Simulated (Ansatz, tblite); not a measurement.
# The cluster Nb3H13O14: removing and adding an electron

What does removing or adding an electron cost or gain for the cluster Nb3H13O14? Each charged state is run at several levels.

Computed with Ansatz 0.2.0, Gaussian basis. Level: as each input shows.

The runs, in order: charge +1 doublet, at the geometry of the singlet (PBE0-D4/def2-TZVP, PBE-D4/def2-TZVP, BLYP-D4/def2-TZVP); charge -1 doublet, at the geometry of the singlet (PBE0-D4/def2-TZVP, PBE-D4/def2-TZVP, BLYP-D4/def2-TZVP); the starting singlet's energies come from earlier runs.

1 further run of the same task is left out (set aside as unsound or not needed).

### 1 The structure

The geometry is that of the singlet, from an earlier relaxation (r2SCAN-D4/def2-SVP).

30 atoms, charge 0, spin multiplicity 1.

Atoms are counted from 1 here; the program's logs count them from 0.

Bond lengths: Nb1–O4 2.232 Å, Nb1–O8 1.891 Å, Nb1–O9 2.187 Å, Nb1–O10 1.910 Å, Nb1–O16 1.903 Å, Nb1–O17 1.910 Å, Nb2–O4 2.112 Å, Nb2–O5 1.932 Å, Nb2–O6 2.196 Å, Nb2–O7 1.871 Å, Nb2–O11 1.959 Å, Nb2–O14 1.909 Å, Nb3–O6 2.184 Å, Nb3–O9 2.155 Å, Nb3–O12 1.881 Å, Nb3–O13 1.870 Å, Nb3–O14 2.000 Å, Nb3–O15 1.923 Å and more. Angles: O4–Nb1–O8 82.0°, O4–Nb1–O9 80.2°, O4–Nb1–O10 86.9°, O4–Nb1–O16 172.0°, O4–Nb1–O17 83.3°, O8–Nb1–O9 81.4°, O8–Nb1–O10 95.7°, O8–Nb1–O16 96.1°, O8–Nb1–O17 160.2°, O9–Nb1–O10 167.1°, O9–Nb1–O16 91.9°, O9–Nb1–O17 83.1°, O10–Nb1–O16 101.0°, O10–Nb1–O17 96.7°, O16–Nb1–O17 96.7°, O4–Nb2–O5 86.9°, O4–Nb2–O6 79.4°, O4–Nb2–O7 92.7° and more.

Nb takes a core potential in the def2 sets. No spin-orbit coupling is included.

### 2 Charge +1 doublet at the fixed geometry, PBE0-D4/def2-TZVP

in.yaml reads:

```yaml
crystal:
  periodic: [false, false, false]
  atoms:
    - {symbol: Nb, position_ang: [-1.157235, -1.729194, 1.245583]}
    - {symbol: Nb, position_ang: [-0.604827, 1.042850, -1.609828]}
    - {symbol: Nb, position_ang: [1.683583, 1.152048, 0.713473]}
    - {symbol: O, position_ang: [-1.134783, -0.833308, -0.798788]}
    - {symbol: O, position_ang: [-0.350596, 0.124959, -3.290667]}
    - {symbol: O, position_ang: [1.382774, 0.191814, -1.224426]}
    - {symbol: O, position_ang: [-2.391903, 1.557752, -1.818483]}
    - {symbol: O, position_ang: [-1.761592, 0.001721, 1.709460]}
    - {symbol: O, position_ang: [0.778060, -0.711825, 1.305851]}
    - {symbol: O, position_ang: [-2.882201, -2.423249, 0.810807]}
    - {symbol: O, position_ang: [0.364744, 2.628586, -2.229538]}
    - {symbol: O, position_ang: [1.707749, 1.725485, 2.504684]}
    - {symbol: O, position_ang: [2.199837, 2.658770, -0.266386]}
    - {symbol: O, position_ang: [-0.211623, 1.525425, 0.195313]}
    - {symbol: O, position_ang: [3.326427, 0.152133, 0.697794]}
    - {symbol: O, position_ang: [-0.953773, -2.355636, 3.030474]}
    - {symbol: O, position_ang: [-0.142555, -3.113309, 0.407889]}
    - {symbol: H, position_ang: [-1.486911, -1.455609, -1.451989]}
    - {symbol: H, position_ang: [0.483524, -0.294806, -3.538971]}
    - {symbol: H, position_ang: [1.220673, -0.744793, -1.035198]}
    - {symbol: H, position_ang: [-3.347675, 1.533232, -1.727555]}
    - {symbol: H, position_ang: [-1.363510, 0.816530, 1.325906]}
    - {symbol: H, position_ang: [1.481395, -1.339507, 1.533113]}
    - {symbol: H, position_ang: [-3.707955, -1.931029, 0.900934]}
    - {symbol: H, position_ang: [0.598110, 2.734246, -3.161798]}
    - {symbol: H, position_ang: [1.520930, 1.413167, 3.396443]}
    - {symbol: H, position_ang: [1.676354, 2.932476, -1.062934]}
    - {symbol: H, position_ang: [3.744241, -0.119225, -0.130489]}
    - {symbol: H, position_ang: [-1.204259, -1.874923, 3.829394]}
    - {symbol: H, position_ang: [0.532989, -3.264791, -0.260089]}
basis:
  gaussian: {orbitals: def2-TZVP, fitting: {mean_field: def2-universal-jkfit}}
total_charge: 1
magnetization: {spin_polarized: true, initial_magnetization: 1}
hamiltonian: {xc: pbe0, dispersion: d4}
scf: {omitted_lower_state_checks: [starts]}
output: {orbitals: {seedname: orbitals}}
```

The run is started by

```sh
$ ansatz run in.yaml --threads 2 --pin off --events-out ev --progress --plain --max-ram 32768MiB --backend cuda --devices 0, --max-vram 18GiB
```

Log:

```text
Functional definition: PBE0
  name "PBE0"
  cite "Adamo & Barone, J. Chem. Phys. 110, 6158 (1999) doi:10.1063/1.478522"
  cite "Perdew, Burke & Ernzerhof, Phys. Rev. Lett. 77, 3865 (1996) doi:10.1103/PhysRevLett.77.3865"
  parent pbe
  parameter a = 0.25
  parameter kappa = 0.804
  parameter beta = 0.06672455060314922
  exchange = (1 - a)*pbe_x(kappa = kappa, mu = beta*pi^2/3) + a*exact_x
  correlation = pbe_c(beta = beta)
these checks for a lower state are left out or cut short: starts
2077 factors; integrals over basis functions are off by at most 9.3e-1 eV
mean field evaluation 1: about -33447.6601 eV, gradient 1.5e2 eV
mean field evaluation 2: about -32780.2336 eV, gradient 4.1e2 eV
mean field evaluation 4: about -33481.7819 eV, gradient 8.7e1 eV
mean field evaluation 8: about -33514.3700 eV, gradient 8.7e0 eV
mean field evaluation 16: about -33514.7913 eV, gradient 5.9e-1 eV
mean field evaluation 32: about -33514.8055 eV, gradient 1.1e-2 eV
mean field -33514.83940115 eV, -1231.6476308183 hartree, gradient 6.6e-6 eV, S^2 0.759956; 0 other end points of the search recorded, 0 dependent functions left out
reference -33514.83948875 eV, -1231.6476340374 hartree; 82, 81 occupied and 550, 551 virtual orbitals, 2077 factors
Total energy: -33515.79807895 eV, -1231.6828615777 hartree
Checks for a lower state left out: starts
```

Wall time 39 s (1 × H100 (card shared with other runs) with 2 threads of AMD EPYC 7R13, shared host); peak host memory 1.3 GiB.

Report: HOMO -12.40 eV, LUMO -11.28 eV (over both spins); ⟨S²⟩ 0.760 (pure: 0.75).

### 3 Charge +1 doublet at the fixed geometry, PBE-D4/def2-TZVP

start.molden holds the orbitals of an earlier run on this state, given as this run's starting guess.

Changes to in.yaml since step 2:

```diff
@@ -34,6 +34,6 @@
 basis:
-  gaussian: {orbitals: def2-TZVP, fitting: {mean_field: def2-universal-jkfit}}
+  gaussian: {orbitals: def2-TZVP, fitting: {mean_field: def2-universal-jkfit}, initial_orbitals: start.molden}
 total_charge: 1
 magnetization: {spin_polarized: true, initial_magnetization: 1}
-hamiltonian: {xc: pbe0, dispersion: d4}
+hamiltonian: {xc: pbe, dispersion: d4}
 scf: {omitted_lower_state_checks: [starts]}
```

Launched as before.

Log:

```text
Functional definition: PBE
  name "PBE"
  cite "Perdew, Burke & Ernzerhof, Phys. Rev. Lett. 77, 3865 (1996) doi:10.1103/PhysRevLett.77.3865"
  parent pbe
  parameter kappa = 0.804
  parameter beta = 0.06672455060314922
  exchange = pbe_x(kappa = kappa, mu = beta*pi^2/3)
  correlation = pbe_c(beta = beta)
these checks for a lower state are left out or cut short: starts
2077 factors; integrals over basis functions are off by at most 9.3e-1 eV
mean field evaluation 1: about -33520.0090 eV, gradient 1.4e1 eV
mean field evaluation 2: about -33520.6629 eV, gradient 7.3e-1 eV
mean field evaluation 4: about -33520.6789 eV, gradient 2.8e-1 eV
mean field evaluation 8: about -33520.6807 eV, gradient 2.1e-4 eV
mean field evaluation 16: about -33520.6807 eV, gradient 8.2e-5 eV
mean field -33520.68068661 eV, -1231.8622940996 hartree, gradient 2.1e-6 eV, S^2 0.752336; 0 other end points of the search recorded, 0 dependent functions left out
reference -33520.68082044 eV, -1231.8622990178 hartree; 82, 81 occupied and 550, 551 virtual orbitals, 2077 factors
Total energy: -33521.77733386 eV, -1231.9025951428 hartree
Checks for a lower state left out: starts
```

It took 20 s on 1 × H100 (card shared with other runs) with 2 threads of AMD EPYC 7R13, shared host; peak host memory 1.3 GiB.

Report: HOMO -10.86 eV, LUMO -10.89 eV (over both spins; with the spin held, an empty level of the minority spin lies below the top filled one); ⟨S²⟩ 0.752 (pure: 0.75).

### 4 Charge +1 doublet at the fixed geometry, BLYP-D4/def2-TZVP

Changes to in.yaml since step 3:

```diff
@@ -37,3 +37,3 @@
 magnetization: {spin_polarized: true, initial_magnetization: 1}
-hamiltonian: {xc: pbe, dispersion: d4}
+hamiltonian: {xc: {name: BLYP}, dispersion: d4}
 scf: {omitted_lower_state_checks: [starts]}
```

The command is unchanged.

Log, cut to the lines that bear on the results:

```text
Functional definition: BLYP
  name "BLYP"
  cite "Becke, Phys. Rev. A 38, 3098 (1988) doi:10.1103/PhysRevA.38.3098"
  cite "Lee, Yang & Parr, Phys. Rev. B 37, 785 (1988) doi:10.1103/PhysRevB.37.785"
[...]
2077 factors; integrals over basis functions are off by at most 9.3e-1 eV
[...]
mean field -33542.41593823 eV, -1232.6610498637 hartree, gradient 2.4e-6 eV, S^2 0.752370; 0 other end points of the search recorded, 0 dependent functions left out
reference -33542.41664211 eV, -1232.6610757309 hartree; 82, 81 occupied and 550, 551 virtual orbitals, 2077 factors
Total energy: -33544.68562365 eV, -1232.7444592647 hartree
Checks for a lower state left out: starts
```

Run time: 23 s. Hardware: 1 × H100 (card shared with other runs) with 2 threads of AMD EPYC 7R13, shared host; peak host memory 1.3 GiB.

Report: HOMO -10.77 eV, LUMO -10.80 eV (over both spins; with the spin held, an empty level of the minority spin lies below the top filled one); ⟨S²⟩ 0.752 (pure: 0.75).

### 5 Vertical ionisation energy

Charged state less starting state, singlet to doublet; the starting state's energies are those of its earlier runs.

```csv
level,vertical ionisation energy (eV),time
PBE-D4/def2-TZVP,+8.89,41 s
BLYP-D4/def2-TZVP,+8.84,41 s
PBE0-D4/def2-TZVP,+9.90,63 s
```

Times add the two runs; a level without a time comes out of a correlated run.

Beside −ε(HOMO) of the starting state:

```csv
level,−ε(HOMO) (eV),by difference (eV),mismatch (eV)
PBE-D4/def2-TZVP,6.75,8.89,-2.14
BLYP-D4/def2-TZVP,6.67,8.84,-2.17
PBE0-D4/def2-TZVP,8.45,9.90,-1.45
```

### 6 Charge -1 doublet at the fixed geometry, PBE0-D4/def2-TZVP

Changes to in.yaml since step 4:

```diff
@@ -34,6 +34,6 @@
 basis:
-  gaussian: {orbitals: def2-TZVP, fitting: {mean_field: def2-universal-jkfit}, initial_orbitals: start.molden}
-total_charge: 1
+  gaussian: {orbitals: def2-TZVP, fitting: {mean_field: def2-universal-jkfit}}
+total_charge: -1
 magnetization: {spin_polarized: true, initial_magnetization: 1}
-hamiltonian: {xc: {name: BLYP}, dispersion: d4}
+hamiltonian: {xc: pbe0, dispersion: d4}
 scf: {omitted_lower_state_checks: [starts]}
```

The command is unchanged.

Log, cut to the lines that bear on the results:

```text
Functional definition: PBE0
  name "PBE0"
  cite "Adamo & Barone, J. Chem. Phys. 110, 6158 (1999) doi:10.1063/1.478522"
  cite "Perdew, Burke & Ernzerhof, Phys. Rev. Lett. 77, 3865 (1996) doi:10.1103/PhysRevLett.77.3865"
  parent pbe
[...]
2077 factors; integrals over basis functions are off by at most 9.3e-1 eV
[...]
mean field -33525.34543452 eV, -1232.0337204234 hartree, gradient 4.4e-6 eV, S^2 0.759861; 0 other end points of the search recorded, 0 dependent functions left out
reference -33525.34554289 eV, -1232.0337244060 hartree; 83, 82 occupied and 549, 550 virtual orbitals, 2077 factors
Total energy: -33526.37469077 eV, -1232.0715448929 hartree
Checks for a lower state left out: starts
```

Wall time 24 s (1 × H100 (card shared with other runs) with 2 threads of AMD EPYC 7R13, shared host); peak host memory 1.3 GiB.

From the report: HOMO 0.75 eV, LUMO 1.90 eV (over both spins); ⟨S²⟩ 0.760 (pure: 0.75). Doubts: highest occupied level lies above zero.

### 7 Charge -1 doublet at the fixed geometry, PBE-D4/def2-TZVP

Changes to in.yaml since step 6:

```diff
@@ -34,6 +34,6 @@
 basis:
-  gaussian: {orbitals: def2-TZVP, fitting: {mean_field: def2-universal-jkfit}}
+  gaussian: {orbitals: def2-TZVP, fitting: {mean_field: def2-universal-jkfit}, initial_orbitals: start.molden}
 total_charge: -1
 magnetization: {spin_polarized: true, initial_magnetization: 1}
-hamiltonian: {xc: pbe0, dispersion: d4}
+hamiltonian: {xc: pbe, dispersion: d4}
 scf: {omitted_lower_state_checks: [starts]}
```

Launched as before.

Log:

```text
Functional definition: PBE
  name "PBE"
  cite "Perdew, Burke & Ernzerhof, Phys. Rev. Lett. 77, 3865 (1996) doi:10.1103/PhysRevLett.77.3865"
  parent pbe
  parameter kappa = 0.804
  parameter beta = 0.06672455060314922
  exchange = pbe_x(kappa = kappa, mu = beta*pi^2/3)
  correlation = pbe_c(beta = beta)
these checks for a lower state are left out or cut short: starts
2077 factors; integrals over basis functions are off by at most 9.3e-1 eV
mean field evaluation 1: about -33529.4508 eV, gradient 1.4e1 eV
mean field evaluation 2: about -33530.1187 eV, gradient 8.0e-1 eV
mean field evaluation 4: about -33530.1443 eV, gradient 3.5e-1 eV
mean field evaluation 8: about -33530.1459 eV, gradient 8.8e-3 eV
mean field evaluation 16: about -33530.1459 eV, gradient 5.9e-5 eV
mean field -33530.14594719 eV, -1232.2101360099 hartree, gradient 2.8e-6 eV, S^2 0.752940; 0 other end points of the search recorded, 0 dependent functions left out
reference -33530.14608436 eV, -1232.2101410509 hartree; 83, 82 occupied and 549, 550 virtual orbitals, 2077 factors
Total energy: -33531.32285241 eV, -1232.2533864793 hartree
Checks for a lower state left out: starts
```

It took 22 s on 1 × H100 (card shared with other runs) with 2 threads of AMD EPYC 7R13, shared host; peak host memory 1.3 GiB.

From the report: HOMO 1.41 eV, LUMO 1.55 eV (over both spins); ⟨S²⟩ 0.753 (pure: 0.75). Doubts: highest occupied level lies above zero.

### 8 Charge -1 doublet at the fixed geometry, BLYP-D4/def2-TZVP

Changes to in.yaml since step 7:

```diff
@@ -37,3 +37,3 @@
 magnetization: {spin_polarized: true, initial_magnetization: 1}
-hamiltonian: {xc: pbe, dispersion: d4}
+hamiltonian: {xc: {name: BLYP}, dispersion: d4}
 scf: {omitted_lower_state_checks: [starts]}
```

The command is unchanged.

Log, cut to the lines that bear on the results:

```text
Functional definition: BLYP
  name "BLYP"
  cite "Becke, Phys. Rev. A 38, 3098 (1988) doi:10.1103/PhysRevA.38.3098"
  cite "Lee, Yang & Parr, Phys. Rev. B 37, 785 (1988) doi:10.1103/PhysRevB.37.785"
[...]
2077 factors; integrals over basis functions are off by at most 9.3e-1 eV
[...]
mean field -33551.70339933 eV, -1233.0023577641 hartree, gradient 2.3e-6 eV, S^2 0.752259; 0 other end points of the search recorded, 0 dependent functions left out
reference -33551.70408634 eV, -1233.0023830112 hartree; 83, 82 occupied and 549, 550 virtual orbitals, 2077 factors
Total energy: -33554.13572905 eV, -1233.0917442325 hartree
Checks for a lower state left out: starts
```

Wall time 22 s (1 × H100 (card shared with other runs) with 2 threads of AMD EPYC 7R13, shared host); peak host memory 1.3 GiB.

From the report: HOMO 1.50 eV, LUMO 1.63 eV (over both spins); ⟨S²⟩ 0.752 (pure: 0.75). Doubts: highest occupied level lies above zero.

### 9 Vertical electron affinity

Starting state less charged state (positive: the electron is bound), singlet to doublet; the starting state's energies are those of its earlier runs.

```csv
level,vertical electron affinity (eV),time
PBE-D4/def2-TZVP,+0.66,43 s
BLYP-D4/def2-TZVP,+0.61,39 s
PBE0-D4/def2-TZVP,+0.67,48 s
```

Times add the two runs; a level without a time comes out of a correlated run.

Beside −ε(LUMO) of the starting state:

```csv
level,−ε(LUMO) (eV),by difference (eV),mismatch (eV)
PBE-D4/def2-TZVP,2.74,0.66,+2.09
BLYP-D4/def2-TZVP,2.66,0.61,+2.05
PBE0-D4/def2-TZVP,2.03,0.67,+1.36
```

### 10 Results

| quantity | value |
| --- | --- |
| vertical ionisation energy, functionals in def2-TZVP | 8.84 (BLYP-D4) to 9.90 eV (PBE0-D4) |
| vertical electron affinity, functionals in def2-TZVP | 0.61 (BLYP-D4) to 0.67 eV (PBE0-D4) |

**Reading.** The vertical ionisation energy spans 8.84 to 9.90 eV over the functionals. −ε(HOMO) misses the level's own difference by -1.45 eV at best (PBE0-D4) and -2.17 eV at worst (BLYP-D4). The vertical electron affinity spans 0.61 to 0.67 eV over the functionals. The anion's highest level lies above zero where self-interaction lifts it, so diffuse functions weigh on these values. −ε(LUMO) misses the level's own difference by +1.36 eV at best (PBE0-D4) and +2.09 eV at worst (PBE-D4). The charged states' spins were chosen beforehand and needn't be their lowest.
